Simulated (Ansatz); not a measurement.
# Na2CO3 (P6_3/mmc): single point from a YAML input

Wanted for Na2CO3 (P6_3/mmc): a single point from a YAML input.

All numbers are computed with the Python package of Ansatz 0.2.0. Level of theory: DFT PBEsol, plane waves, PAW.

### 1 The system

Symmetry: P6_3/mmc, No. 194, hexagonal system. Conventional cell: a = 5.211 Å, b = 5.211 Å, c = 6.073 Å, α = 90.00°, β = 90.00°, γ = 120.00°. Around Na (site symmetry -6m2) lie 6 O at 2.61 Å. Na (site symmetry -3m) is surrounded by 6 O at 2.29 Å. C (site symmetry -6m2) is surrounded by 3 O at 1.29 Å. O (site symmetry mm2) has 1 C at 1.29 Å as nearest neighbours.

Input file input.yaml:

```yaml
crystal:
  lattice:
    - [5.21057, 0.0, 0.0]
    - [-2.605285, 4.512486, 0.0]
    - [0.0, 0.0, 6.072658]
  atoms:
    - { symbol: Na, position: [0.333333, 0.666667, 0.25] }
    - { symbol: Na, position: [0.666667, 0.333333, 0.75] }
    - { symbol: Na, position: [0.0, 0.0, 0.5] }
    - { symbol: Na, position: [0.0, 0.0, 0.0] }
    - { symbol: C, position: [0.666667, 0.333333, 0.25] }
    - { symbol: C, position: [0.333333, 0.666667, 0.75] }
    - { symbol: O, position: [0.809632, 0.619263, 0.25] }
    - { symbol: O, position: [0.190368, 0.380737, 0.75] }
    - { symbol: O, position: [0.190368, 0.809632, 0.75] }
    - { symbol: O, position: [0.380737, 0.190368, 0.25] }
    - { symbol: O, position: [0.809632, 0.190368, 0.25] }
    - { symbol: O, position: [0.619263, 0.809632, 0.75] }
kpoints:
  mp_grid: { grid: [3, 3, 2] }
hamiltonian:
  xc: pbesol
scf:
  occupations: { method: fixed }
output:
  forces: true
```

### 2 Script

Input file run_yaml_run.py:

```python
"""Run a YAML input for Na2CO3 from Python."""

import logging
import sys
import warnings

import ansatz as az
import numpy as np
import yaml

logging.basicConfig(stream=sys.stdout, format="%(name)s: %(message)s")
log = logging.getLogger("run")
log.setLevel(logging.INFO)


def main() -> None:
    warnings.simplefilter("ignore", az.DeckWarning)

    with open("input.yaml") as handle:
        tree = yaml.safe_load(handle)
    print("sections:", list(tree))
    planned = az.Session.from_dict(tree).plan(threads=1, pin="off")
    outcome = planned.execute()
    rep = outcome.report

    for key in ("converged", "n_iterations", "n_electrons", "n_kpoints", "n_pw", "n_symmetry_ops", "free_energy_ev", "fermi_energy_ev"):
        log.info(f"{key:18s} {rep[key]}")

    # forces in eV per angstrom
    forces = np.array(rep["forces_ev_ang"])
    norms = np.linalg.norm(forces, axis=1)
    log.info("largest force {:.4f} eV/A on atom {}".format(norms.max(), norms.argmax()))
    print(np.array2string(forces, precision=4, suppress_small=True))


if __name__ == "__main__":
    main()
```

### 3 The run

The run is started by

```
$ python run_yaml_run.py
```

The log of the run:

```text
sections: ['crystal', 'kpoints', 'hamiltonian', 'scf', 'output']
run: converged          True
run: n_iterations       6
run: n_electrons        80.0
run: n_kpoints          6
run: n_pw               2775
run: n_symmetry_ops     24
run: free_energy_ev     -9767.679173216586
run: fermi_energy_ev    3.8071646233190655
run: largest force 0.0855 eV/A on atom 6
[[-0.      0.      0.    ]
 [ 0.     -0.      0.    ]
 [-0.      0.      0.    ]
 [-0.      0.     -0.    ]
 [ 0.      0.      0.    ]
 [ 0.     -0.      0.    ]
 [ 0.     -0.0855  0.    ]
 [ 0.      0.0855  0.    ]
 [ 0.0741 -0.0428  0.    ]
 [ 0.0741  0.0428  0.    ]
 [-0.0741  0.0428  0.    ]
 [-0.0741 -0.0428  0.    ]]
```

Wall time 2.2 s (1 thread of Arm Neoverse V2, shared host); peak memory 0.42 GiB.

Lines on the test bed's own set-up are left out of the output.

### 4 What the engine kept of the run

From the engine's report, whether the script printed it or not:

| item | value |
| --- | --- |
| SCF cycles in all | 6 |
| k-points solved | 6 |
| plane waves | 2775 |
| bands | 52 |
| valence electrons | 80 |
| free energy (eV) | -9767.67917 |
| Fermi level (eV) | 3.807 |
| lowest empty less highest filled level on the mesh, by band count (eV) | 3.321 |

### 5 What came out

| quantity | value |
| --- | --- |
| free energy | -9767.6792 eV (-813.9733 eV/atom) |
| gap on the mesh | 3.32 eV |
| largest force | 0.086 eV/Å |

What this shows: On the mesh the gap is 3.32 eV; the true edges may lie between its points. Gaps at this rung are as a rule too small against experiment. Forces reach 0.09 eV/Å, so the atoms aren't at rest. Energy and stress may still move on a finer k-point mesh. The zero of the levels is a convention of the potentials, so an absolute Fermi energy is no work function. This cell is a computed structure, which may not be the phase found in nature.
